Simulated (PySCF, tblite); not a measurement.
# C8H10S: excited states

Wanted: excited states for C8H10S (`CC=C=C=C=C(C)SC`).

Programs: tblite 0.8.0 and PySCF 2.14.0, with routines of our own; each step states its level. All values are computed. Atoms count from 0.

### Step 1. The starting structure

19 atoms, charge 0, multiplicity 1; geometry from: force field or distance geometry start.

### Step 2. Relaxing the molecule with GFN2-xTB

What the job is given:

```
{"job": {"kind": "relax", "xc": "GFN2-xTB", "basis": "xTB"}, "charge": 0, "multiplicity": 1}
C      3.777400     1.336800     0.425100
C      2.896400     0.746500    -0.640500
C      1.729100     0.232400    -0.422800
C      0.629300    -0.223100    -0.244700
C     -0.462100    -0.696600    -0.037200
C     -1.648000    -1.207800     0.152200
C     -2.079200    -2.515800    -0.429400
S     -2.694500    -0.436200     1.312500
C     -2.701600     1.261700     0.706300
H      4.710100     0.791000     0.491700
H      3.288500     1.310500     1.409100
H      3.987400     2.379500     0.182800
H      3.293500     0.732200    -1.631500
H     -2.102500    -3.294600     0.345100
H     -3.080800    -2.427400    -0.868100
H     -1.398900    -2.853500    -1.201000
H     -3.444200     1.843200     1.273600
H     -2.980100     1.294100    -0.353500
H     -1.729400     1.736500     0.852400
```

Command:

```
$ OMP_NUM_THREADS=1 python excited_run.py task.json out
```

One launch serves the whole session: the jobs run in the order shown.

The program printed:

```text
step      E/eV     max force
  0    -688.45283    5.593
  1    -688.42790    7.633
  2    -688.83639    1.047
  3    -688.89270    0.812
  4    -688.95407    0.934
  5    -689.00082    1.573
  6    -689.03851    0.994
  7    -689.07570    0.653
  8    -689.14111    0.426
  9    -689.15971    0.379
 10    -689.18460    0.345
 11    -689.20384    0.401
 12    -689.23787    0.418
 13    -689.26611    0.413
 14    -689.28825    0.292
 15    -689.30868    0.356
 16    -689.33424    0.444
 17    -689.36138    0.404
 18    -689.38519    0.291
 19    -689.40297    0.306
 20    -689.42074    0.357
 21    -689.44338    0.365
 22    -689.46215    0.343
 23    -689.47414    0.230
 24    -689.48613    0.354
 25    -689.49518    0.393
 26    -689.50439    0.278
 27    -689.51289    0.141
 28    -689.51952    0.190
 29    -689.52725    0.233
 30    -689.53289    0.177
 31    -689.53760    0.145
 32    -689.54271    0.128
 33    -689.54670    0.130
 34    -689.54900    0.113
 35    -689.55048    0.087
 36    -689.55181    0.068
 37    -689.55325    0.088
 38    -689.55506    0.106
 39    -689.55697    0.094
 40    -689.55861    0.098
 41    -689.55982    0.072
 42    -689.56075    0.070
 43    -689.56160    0.069
 44    -689.56244    0.071
 45    -689.56321    0.077
 46    -689.56385    0.061
 47    -689.56440    0.047
 48    -689.56490    0.053
 49    -689.56538    0.059
 50    -689.56585    0.051
 51    -689.56631    0.059
 52    -689.56680    0.063
 53    -689.56738    0.067
 54    -689.56806    0.066
 55    -689.56880    0.059
 56    -689.56956    0.078
 57    -689.57036    0.081
 58    -689.57133    0.078
 59    -689.57261    0.098
 60    -689.57441    0.136
 61    -689.57664    0.144
 62    -689.57905    0.111
 63    -689.58100    0.135
 64    -689.58210    0.076
 65    -689.58312    0.082
 66    -689.58378    0.081
 67    -689.58453    0.069
 68    -689.58487    0.055
 69    -689.58526    0.047
 70    -689.58558    0.046
 71    -689.58597    0.056
 72    -689.58635    0.049
 73    -689.58673    0.053
 74    -689.58714    0.041
 75    -689.58760    0.046
 76    -689.58809    0.055
 77    -689.58854    0.042
 78    -689.58896    0.058
 79    -689.58929    0.042
 80    -689.58964    0.035
 81    -689.58982    0.023
 82    -689.58992    0.023
 83    -689.59001    0.021
 84    -689.59012    0.025
 85    -689.59023    0.026
 86    -689.59030    0.017
 87    -689.59035    0.017
 88    -689.59041    0.018
 89    -689.59049    0.018
 90    -689.59058    0.020
 91    -689.59067    0.025
 92    -689.59082    0.034
 93    -689.59111    0.042
 94    -689.59159    0.052
 95    -689.59217    0.054
 96    -689.59259    0.041
 97    -689.59279    0.036
 98    -689.59294    0.031
 99    -689.59311    0.029
100    -689.59327    0.031
101    -689.59340    0.020
102    -689.59348    0.018
103    -689.59355    0.019
104    -689.59373    0.029
105    -689.59395    0.032
106    -689.59416    0.027
107    -689.59429    0.026
108    -689.59438    0.032
109    -689.59446    0.035
110    -689.59455    0.023
111    -689.59460    0.029
112    -689.59463    0.014
113    -689.59464    0.012
114    -689.59466    0.012
115    -689.59468    0.009
```

Wall time 0.8 s (1 thread of Arm Neoverse V2, shared host).

Step by step: (not every step is listed) (the energy doesn't fall at every step)

```
step  energy from step 0 (eV)  largest force (eV/Å)
   0                   0.0000                5.5927
   1                   0.0249                7.6326
   2                  -0.3836                1.0469
   3                  -0.4399                0.8118
   4                  -0.5012                0.9341
   5                  -0.5480                1.5726
   6                  -0.5857                0.9943
   7                  -0.6229                0.6532
   8                  -0.6883                0.4263
  18                  -0.9324                0.2915
  28                  -1.0667                0.1899
  38                  -1.1022                0.1059
  48                  -1.1121                0.0532
  58                  -1.1185                0.0782
  68                  -1.1320                0.0547
  78                  -1.1361                0.0575
  88                  -1.1376                0.0181
  98                  -1.1401                0.0306
 108                  -1.1416                0.0323
 110                  -1.1417                0.0234
 111                  -1.1418                0.0290
 112                  -1.1418                0.0136
 113                  -1.1418                0.0124
 114                  -1.1418                0.0122
 115                  -1.1419                0.0088
```

Distances of close pairs at the start and the end, largest changes first:

```
  bond  before (Å)  after (Å)  change (Å)
 C2–C3       1.204      1.270      +0.067
 C3–C4       1.208      1.270      +0.062
 C5–S7       1.743      1.783      +0.040
C1–H12       1.068      1.085      +0.017
C8–H16       1.101      1.085      -0.015
 C1–C2       1.294      1.307      +0.013
C0–H10       1.099      1.087      -0.012
C8–H17       1.096      1.086      -0.010
```

The final coordinates are the input of the step that follows.

### Step 3. Harmonic vibrations with GFN2-xTB

What the job is given:

```
{"job": {"kind": "ir", "xc": "GFN2-xTB", "basis": "xTB"}, "charge": 0, "multiplicity": 1}
C      3.775298     1.228169     0.393252
C      2.739143     1.092702    -0.678189
C      1.588716     0.493035    -0.518530
C      0.472812    -0.085665    -0.335388
C     -0.624567    -0.706308    -0.184070
C     -1.789728    -1.272901    -0.003964
C     -2.078165    -2.724009    -0.220710
S     -3.201976    -0.333029     0.543308
C     -2.481909     1.322879     0.680847
H      4.707179     0.762293     0.071108
H      3.445727     0.758606     1.316641
H      3.980547     2.282053     0.584398
H      2.991837     1.526594    -1.639620
H     -2.388614    -3.185143     0.716665
H     -2.891586    -2.841047    -0.936119
H     -1.193987    -3.234701    -0.594602
H     -3.286247     1.989966     0.974469
H     -2.074893     1.619197    -0.281936
H     -1.699390     1.316558     1.434591
```

The program printed:

```text
mode    cm-1     km/mol
  1      48.1      0.27
  2      59.0      2.61
  3      71.6      3.07
  4      88.8      0.04
  5     122.9      1.57
  6     128.0      0.43
  7     139.4      0.39
  8     157.5      0.17
  9     200.6      1.34
 10     223.2      0.53
 11     284.5      0.17
 12     344.5      0.05
 13     386.4      0.31
 14     416.6      0.56
 15     440.2      6.66
 16     471.0      1.92
 17     556.7     14.76
 18     727.0     10.82
 19     738.4      8.34
 20     779.3     72.46
 21     948.3      0.90
 22     950.1     15.93
 23     968.5     23.76
 24    1014.8      2.81
 25    1022.2      4.57
 26    1061.5      8.00
 27    1090.6     59.40
 28    1128.2      5.82
 29    1264.8      9.79
 30    1318.1      1.27
 31    1392.5      2.36
 32    1393.0      2.68
 33    1441.1      5.47
 34    1446.5      6.88
 35    1462.4      6.78
 36    1468.1     22.56
 37    1474.7      3.76
 38    1478.6      4.94
 39    1543.4     35.44
 40    1964.4     40.22
 41    2159.9      8.35
 42    2986.6     29.15
 43    2999.7     16.31
 44    3001.5     26.51
 45    3004.1     80.34
 46    3014.7     29.73
 47    3027.6      3.11
 48    3029.4      7.50
 49    3040.9     17.91
 50    3047.3     31.95
 51    3057.5      5.84
```

It took 0.67 s on 1 thread of Arm Neoverse V2, shared host.

Which atoms move in the most intense modes:

```
cm⁻¹  km/mol                               atoms
 779    72.5                    C5 34 %, C1 16 %
1091    59.4          C5 35 %, H15 30 %, C6 20 %
1543    35.4           C5 29 %, C1 28 %, C3 21 %
1964    40.2  C4 40 %, C2 35 %, C5 12 %, C1 12 %
2987    29.1                   H11 48 %, H9 43 %
3004    80.3         H12 61 %, H9 17 %, H11 15 %
3015    29.7                  H14 60 %, H13 36 %
3047    31.9                            H10 91 %
```

### Step 4. Excited states: TDA CAM-B3LYP/def2-SVP

The job, as its differences from that of step 3:

```diff
@@ -1,2 +1,2 @@
-{"job": {"kind": "ir", "xc": "GFN2-xTB", "basis": "xTB"}, "charge": 0, "multiplicity": 1}
+{"job": {"kind": "states", "xc": "CAM-B3LYP", "basis": "def2-SVP", "tda": true, "soc": true, "nstates": 8, "ntriplets": 4, "nquad": 4}, "charge": 0, "multiplicity": 1}
 C      3.775298     1.228169     0.393252
```

Level: TDA CAM-B3LYP/def2-SVP excited states, vertical, gas phase, spin-orbit mean-field couplings.

The program printed:

```text
coarse grid: 16512 points
cycle   1  E = -708.2650115533  dE =  1.412e+00  |g| = 3.080e-01  |ddm| = 5.129e+00
cycle   2  E = -708.2799149549  dE = -1.490e-02  |g| = 2.756e-01  |ddm| = 7.179e-01
cycle   3  E = -708.2974019272  dE = -1.749e-02  |g| = 9.187e-02  |ddm| = 3.604e-01
cycle   4  E = -708.2995481066  dE = -2.146e-03  |g| = 3.618e-02  |ddm| = 1.330e-01
cycle   5  E = -708.2999153237  dE = -3.672e-04  |g| = 1.000e-02  |ddm| = 5.014e-02
cycle   6  E = -708.2999416329  dE = -2.631e-05  |g| = 3.555e-03  |ddm| = 1.539e-02
cycle   7  E = -708.2999459946  dE = -4.362e-06  |g| = 1.317e-03  |ddm| = 5.619e-03
final grid: 155136 points
cycle   8  E = -708.4045216504  dE = -3.826e-05  |g| = 4.042e-03  |ddm| = 4.019e-02
cycle   9  E = -708.4045208840  dE =  7.665e-07  |g| = 4.420e-03  |ddm| = 8.159e-03
cycle  10  E = -708.4045259063  dE = -5.022e-06  |g| = 7.857e-04  |ddm| = 4.437e-03
cycle  11  E = -708.4045260758  dE = -1.695e-07  |g| = 1.863e-04  |ddm| = 1.017e-03
cycle  12  E = -708.4045260849  dE = -9.062e-09  |g| = 7.924e-05  |ddm| = 3.414e-04
cycle  13  E = -708.4045260865  dE = -1.591e-09  |g| = 2.154e-05  |ddm| = 1.059e-04
cycle  14  E = -708.4045260866  dE = -1.469e-10  |g| = 7.097e-06  |ddm| = 3.866e-05
converged SCF energy = -708.4045260866

Singlet excitations
state   eV       nm        f     d(h-e)  d(exc)  Lambda  PR(NTO)  |dmu|/D   mu/D   main configurations
  1   3.3419   371.0   0.00000   1.118   3.512   0.516   1.036    2.989    2.183   H->L 0.93
  2   4.2415   292.3   0.00003   0.911   3.341   0.501   1.031    2.339    3.359   H-1->L+1 0.97
  3   4.8100   257.8   0.13023   0.793   3.626   0.796   1.710    1.990    1.647   H->L+1 0.71, H-1->L 0.24
  4   5.5931   221.7   0.00010   0.864   3.262   0.452   1.547    1.913    1.306   H-2->L 0.58, H->L+2 0.25
  5   5.8566   211.7   1.51097   0.802   3.402   0.790   2.095                     H-1->L 0.52, H-2->L+1 0.26, H->L+1 0.15
  6   6.1665   201.1   0.00145   0.526   3.634   0.452   1.510                     H->L+2 0.59, H-2->L 0.25
  7   6.9587   178.2   2.02923   0.296   3.432   0.721   1.825                     H-2->L+1 0.63, H-1->L 0.15
  8   7.1244   174.0   0.00184   0.363   3.230   0.517   2.633                     H-5->L 0.35, H-3->L+1 0.20, H-4->L+1 0.18

Triplet excitations (Tamm-Dancoff)
state   eV     d(h-e)  d(exc)  Lambda  PR(NTO)   main configurations
  1   2.7406   0.192   3.099   0.789   1.529   H->L+1 0.72, H-1->L 0.19
  2   2.9654   0.059   3.051   0.829   1.524   H-1->L 0.77, H->L+1 0.18
  3   3.0691   1.094   3.484   0.516   1.029   H->L 0.94
  4   3.9886   0.925   3.323   0.501   1.018   H-1->L+1 0.97
S1 - T1 = 0.6013 eV

Spin-orbit couplings |<S|Hso|T>| (cm-1)
             T1       T2       T3       T4
S0        0.917    2.181   38.767   18.372
S1       21.848    7.665    0.392    0.292
S2       17.267    4.583    0.394    0.227
S3        0.388    0.375   25.885   32.950
S4       15.658   16.285   13.189    0.822
S5        0.698    0.690    5.472   15.395
S6       15.343   12.646   23.993    2.366
S7        0.821    0.746   13.286   25.251
S8       13.974   20.189    1.303    1.774
T1 sublevels (cm-1): 0.000 0.108 0.110   radiative rates (1/s): 0.0951 0.036 0.084
```

Wall time 41 s (1 thread of Arm Neoverse V2, shared host); peak memory 0.85 GiB.

In short:

```
  quantity    value
S1 less T1  0.60 eV
```

### Step 5. Results

```
                                   quantity                 value
  strongest single infrared mode (GFN2-xTB)  3004 cm⁻¹, 80 km/mol
               zero-point energy (GFN2-xTB)         92.3 kcal/mol
S1 less T1 (step 4, TDA CAM-B3LYP/def2-SVP)               0.60 eV
```

What this shows: No mode is imaginary among the 51: a minimum at this level. GFN2-xTB is a fitted tight-binding method: band positions and strengths are rough. Its intensities can rank the bands wrongly. In step 4, the number of triplets below S1 is 3, and the largest singlet-triplet spin-orbit coupling is S0–T3, 38.77 cm⁻¹.
